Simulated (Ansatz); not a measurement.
CaMg, space group P-6m2: a comparison of functionals at one structure, run with the Python package of Ansatz (0.2.0).

`xc_camg.py`
```python
"""One structure of CaMg under several functionals."""

import warnings

import ansatz as az
import pandas as pd
from pymatgen.core import Lattice, Structure
from pymatgen.io.ase import AseAtomsAdaptor

config = {
    "kspacing": 0.32,
    "tolerance": 1e-07,
}


def main() -> None:
    warnings.simplefilter("ignore", az.DeckWarning)

    pmg_structure = Structure(
        Lattice([[3.668119, 0.0, 0.0], [-1.834059, 3.176684, 0.0], [0.0, 0.0, 5.622298]]),
        ["Ca", "Mg"],
        [
            [0.0, 0.0, 0.5],
            [2 / 3, 1 / 3, 0.0],
        ],
    )
    structure = az.Crystal.from_ase(AseAtomsAdaptor.get_atoms(pmg_structure))

    model = (
        structure.calculation()
        .basis(31 * az.Ry)
        .kpoints(spacing=config["kspacing"])
        .occupations(az.OccupationsMethod.METHFESSEL_PAXTON)
        .scf(tolerance=config["tolerance"])
        .stress()
    )

    rows = []
    for value in ["lda", "blyp", "pbesol"]:
        report = model.functional(value).run(threads=1).report
        rows.append((value, report["free_energy_ev"] / len(report["lattice"]["sites"]), report["n_iterations"], sum(report["stress_gpa"][i][i] for i in range(3)) / 3, report["n_kpoints"]))

    table = pd.DataFrame(rows, columns=["functional", "F/atom (eV)", "iterations", "P (GPa)", "k-points"])
    print(table.round(5).to_string(index=False))


if __name__ == "__main__":
    main()
```

Rank the functionals by the pressure that they give at this structure. What does the order say about their lattices?

From lowest to highest: LDA (-1.7 GPa), PBEsol (-0.6 GPa) and BLYP (0.7 GPa). At a fixed cell a lower pressure usually means a smaller equilibrium volume, so LDA prefers the smallest cell and BLYP the largest.

What the script printed:

`python xc_camg.py` gives:
```text
functional  F/atom (eV)  iterations  P (GPa)  k-points
       lda  -1837.03996           7 -1.72972        24
      blyp  -1874.67518           7  0.69315        24
    pbesol  -1852.83233           6 -0.62577        24
```

Notes:
- BLYP can be off by several per cent in the lattices of metals, and by several GPa in the pressure at a fixed cell.
- The mesh is modest for a metal, so energies can be off by several to tens of meV an atom and pressures by half a GPa or more; differences at equal mesh fare better.
- The program warned that this SCF threshold is loose for forces or stresses.
- Pressure is positive in compression.
- This cell is a computed structure, which may not be the phase found in nature.
- Total energies of different functionals can't be compared; pressures, moments and gaps at this one structure can.
- The script silences the warnings on its input, which a real study should read.
- Finished in 6 s on 1 thread of Arm Neoverse V2, with other jobs on the host, peak memory 0.46 GiB.

(Lines on the test bed's own set-up are left out of the output.)
